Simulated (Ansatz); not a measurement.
# BH3OS2Si: the cost of one run

Program: Ansatz 0.2.0. Level of theory: RKS CAM-B3LYP-D4/def2-SVP. These are calculated values, not measurements.

## 1. Starting point

Bond lengths: O1–B2 1.424 Å, B2–Si3 1.953 Å, Si3–S4 2.037 Å, Si3–S5 2.134 Å, S4–S5 2.103 Å, O1–H6 1.066 Å, B2–H7 1.209 Å, Si3–H8 1.461 Å. Angles: O1–B2–Si3 120.0°, O1–B2–H7 119.4°, Si3–B2–H7 120.6°, B2–O1–H6 103.7°, B2–Si3–S4 111.4°, B2–Si3–S5 113.7°, B2–Si3–H8 121.5°, S4–Si3–S5 60.5°, S4–Si3–H8 116.6°, S5–Si3–H8 118.1°, Si3–S4–S5 62.0°, Si3–S5–S4 57.5°.

Structure file:

```xyz
8

O    -0.0206    1.1536    1.6784
B     0.7003    0.5578    0.6045
Si   -0.0381   -0.9933   -0.3249
S    -1.7488   -0.5155   -1.3228
S     0.0006   -0.8165   -2.4511
H    -0.6185    1.8947    1.1999
H     1.7876    0.9944    0.3057
H     0.0297   -2.3323    0.2544
```

## 2. End point A

The input, input.yaml:

```yaml
crystal:
  periodic: [false, false, false]
  atoms:
    - { symbol: O, position_ang: [-0.0206, 1.1536, 1.6784] }
    - { symbol: B, position_ang: [0.7003, 0.5578, 0.6045] }
    - { symbol: Si, position_ang: [-0.0381, -0.9933, -0.3249] }
    - { symbol: S, position_ang: [-1.7488, -0.5155, -1.3228] }
    - { symbol: S, position_ang: [0.0006, -0.8165, -2.4511] }
    - { symbol: H, position_ang: [-0.6185, 1.8947, 1.1999] }
    - { symbol: H, position_ang: [1.7876, 0.9944, 0.3057] }
    - { symbol: H, position_ang: [0.0297, -2.3323, 0.2544] }
basis:
  gaussian: { orbitals: def2-SVP }
hamiltonian:
  xc: cam_b3lyp
  dispersion: d4
relax:
  f_tol: 0.015
  max_steps: 40
output:
  orbitals: {}
```

The run is started by

```bash
$ ansatz run input.yaml --threads 2 --pin off --max-ram 3072MiB --backend cpu --events-out ev --progress --plain --runs-dir out
```

Q: Estimate wall time and peak memory on 2 threads of Arm Neoverse V1, shared host.

About 75 s, with a peak of 0.25 GiB.
